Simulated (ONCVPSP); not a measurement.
# An ONCV potential for Br, from input to tests

Task: generate the file, and judge it by its errors in other configurations, its logarithmic derivatives, its ghosts and its cutoff.

The numbers are computed with ONCVPSP 4.0.1 (LDA (Perdew-Wang 92), fully relativistic, spin-unpolarised reference atom).

### 1 The design

The settings as typed:

```
element                 : bromine (Br, Z = 35)
type                    : optimised norm-conserving Vanderbilt (ONCV)
frozen core             : [Ar] 3d10
valence charge          : 7
reference configuration : 4s2 4p4 (charge +1)
partial waves           : 4s: rc 1.35 bohr, ncon 3, nbas 6, qcut 4.7 1/bohr, 2 projectors, debl 1.7 Ha; 4p: rc 1.65 bohr, ncon 3, nbas 8, qcut 4.4 1/bohr, 1 projector; d scattering state at 0.09 Ha: rc 1.65 bohr, ncon 5, nbas 9, qcut 6.7 1/bohr, 2 projectors, debl 1.2 Ha
local potential         : polynomial inside 0.85 bohr (lpopt 5, dvloc0 0 Ha)
core correction         : Teter function, fcfact 3.25, rcfact 1.3
```

The nodes and maxima of the atom's own shells, from an earlier all-electron run, set the scale for the radii.

All-electron outer shells of the reference configuration (LDA (PZ), scalar-relativistic, ld1.x):

```tsv
shell	level (eV)	outermost node (bohr)	outermost maximum (bohr)
3p	-184.43	0.21	0.48
3d	-78.20	–	0.43
4s	-30.59	0.67	1.39
4p	-17.64	0.70	1.62
```

### 2 Generation

Br.dat

```
# ATOM AND REFERENCE CONFIGURATION
# atsym  z   nc   nv     iexc    psfile
  Br 35.00    6    2  -001012      upf
#
#   n    l    f
    1    0    2.00
    2    0    2.00
    2    1    6.00
    3    0    2.00
    3    1    6.00
    3    2   10.00
    4    0    2.00
    4    1    4.00
#
# PSEUDOPOTENTIAL AND OPTIMIZATION
# lmax
    2
#
#   l,   rc,      ep,       ncon, nbas, qcut
    0    1.35    0.00    3    6    4.70
    1    1.65    0.00    3    8    4.40
    2    1.65    0.09    5    9    6.70
#
# LOCAL POTENTIAL
# lloc, lpopt,  rc(5),   dvloc0
    4    5    0.85    0.00
#
# VANDERBILT-KLEINMAN-BYLANDER PROJECTORs
# l, nproj, debl
    0    2    1.70
    1    1    2.60
    2    2    1.20
#
# MODEL CORE CHARGE
# icmod, fcfact, rcfact
    3    3.25    1.30
#
# LOG DERIVATIVE ANALYSIS
# epsh1, epsh2, depsh
   -3.00    5.00    0.02
#
# OUTPUT GRID
# rlmax, drl
    6.00    0.01
#
# TEST CONFIGURATIONS
# ncnf
    4
# nvcnf
#   n    l    f
    2
    4    0    2.00
    4    1    5.00
#
    2
    4    0    2.00
    4    1    3.00
#
    2
    4    0    2.00
    4    1    2.00
#
    2
    4    0    2.00
    4    1    4.50
#
```

Command:

```bash
$ oncvpspr.x < Br.dat > Br.out
```

**Question.** What will these runs give? Wanted: cutoffs for 1 and 0.1 mHa per electron, occupied waves; bound ghosts; GHOST(+) flags; largest test error; largest phase difference near zero energy, channels read; rms error of d²Exc/dn², without and with the model core.

**Answer**, as computed:

| quantity | value |
| --- | --- |
| cutoffs for 1 and 0.1 mHa per electron, occupied waves | 20 Ha and 72 Ha |
| bound ghosts | s at -66.66 eV, d5/2 at -40.26 eV, d5/2 at -1.06 eV, d3/2 at -39.83 eV and 1 more |
| GHOST(+) flags | p3/2 at 19 eV, p1/2 at 22 eV |
| largest test error (AE − PS) | +48 meV, for 4s2 4p2 |
| largest phase difference near zero energy, channels read | 3.144 rad |
| rms error of d²Exc/dn², without and with the model core | 12.03 and 7.82 mHa |

In words: It has a bound ghost (s, d5/2, d3/2), a state that the atom doesn't have, and that rules the file out. The worst unpolarised test, 4s2 4p2, is off by 48 meV on 57.2 eV; by total energies transferability rates as fair. That test lies far up in energy; among those under 40 eV, nearer to bonding, the largest error is 14 meV. By its cutoff, 20 Ha for the looser tolerance, it is of middling hardness. The tighter tolerance needs 72 Ha, and converged work needs a cutoff nearer that. At the looser tolerance the 4s wave is the slowest; 4p needs 10 Ha. That counts occupied waves only; other projectors can need more. Near zero energy the largest phase difference among the channels read is 3.14 rad, in the d3/2 channel. A step near π is an extra or missing state, not a misfit of shape. The pseudo curves have poles with no partner nearby in the atom's: s at -2.45 Ha, p3/2 at 0.53 Ha, p1/2 at 0.63 Ha, d5/2 at -1.46 Ha, d3/2 at -1.45 Ha. At positive energy that is a spurious or a displaced resonance. The program also flags highly localised states, GHOST(+) (p3/2, p1/2). These are tests on the free atom; a crystal test is still owed.
